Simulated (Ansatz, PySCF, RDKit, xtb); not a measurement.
# GeN3H6F: ranking a sample of isomers

A sample of isomers of GeN3H6F is drawn. Aim: find which of them has the lowest free energy at 298.15 K, then its properties. The sample is small against all isomers, and the most stable one of this formula need not be in it.

The funnel: GFN2-xTB relaxations, single points with a density functional, relaxations at PBE0-D4/def2-SVP, harmonic vibrations (at GFN2-xTB), and a last energy at a higher level. All values are calculated.

### 1 Candidates

Isomers were drawn by moving bonds and hydrogen atoms under normal valences; this is a sample, not all of them. O–O, O–halogen and N–halogen bonds and N–N–N chains are not drawn. That gives 2 candidates.

```csv
label,SMILES,spin
c654,[NH2][Ge]([NH2])([NH2])[F],singlet
c832,N[NH][Ge@H]([NH2])[F],singlet
```

Candidates are built by distance geometry, with a force field where one applies, in up to four conformers (letters a to d).

Q: Predict the outcome of this search (final energies at CCSD(T)/def2-SVP + MP2/def2-TZVPP - MP2/def2-SVP).

| quantity | value |
| --- | --- |
| lowest structure found | [NH2][Ge]([NH2])([NH2])[F], singlet |
| next finalist | N[NH][Ge@H]([NH2])[F], singlet, 49.3 kcal/mol higher in G |
| share at equilibrium, among the finalists | 100.0 % |
| dipole moment (PBE0/def2-TZVPD) | 2.50 D |
| HOMO energy (PBE0/def2-TZVPD) | -7.34 eV |
| LUMO energy (PBE0/def2-TZVPD) | -0.31 eV |
| HOMO–LUMO gap (PBE0/def2-TZVPD) | 7.03 eV |
| lowest excitation (TD-PBE0/def2-SVPD) | 6.07 eV (f = 0.067) |
| strongest of the states computed, same level | 7.12 eV (f = 0.090) |
| lowest triplet excitation, same level, Tamm-Dancoff | 5.66 eV |
| vertical ionisation energy | 9.41 eV |
| vertical electron affinity | -0.83 eV (unbound: the value depends on the basis) |
| vertical triplet less singlet | +5.51 eV |

The lowest structure found is `[NH2][Ge]([NH2])([NH2])[F]`. Among the finalists first place is clear (49.3 kcal/mol); structures outside the list aren't covered. GFN2-xTB, HF/STO-3G, r2SCAN-D4/def2-SVP, PBE0-D4/def2-SVP, HF/def2-SVP and MP2/def2-SVP already put its bonding pattern lowest among the structures in one piece. Lowest found is not proven lowest: the search is finite, and each finalist counts with one conformer. Only 2 drawn patterns were tried, so whole families of isomers are missing, and the result ranks this sample alone.
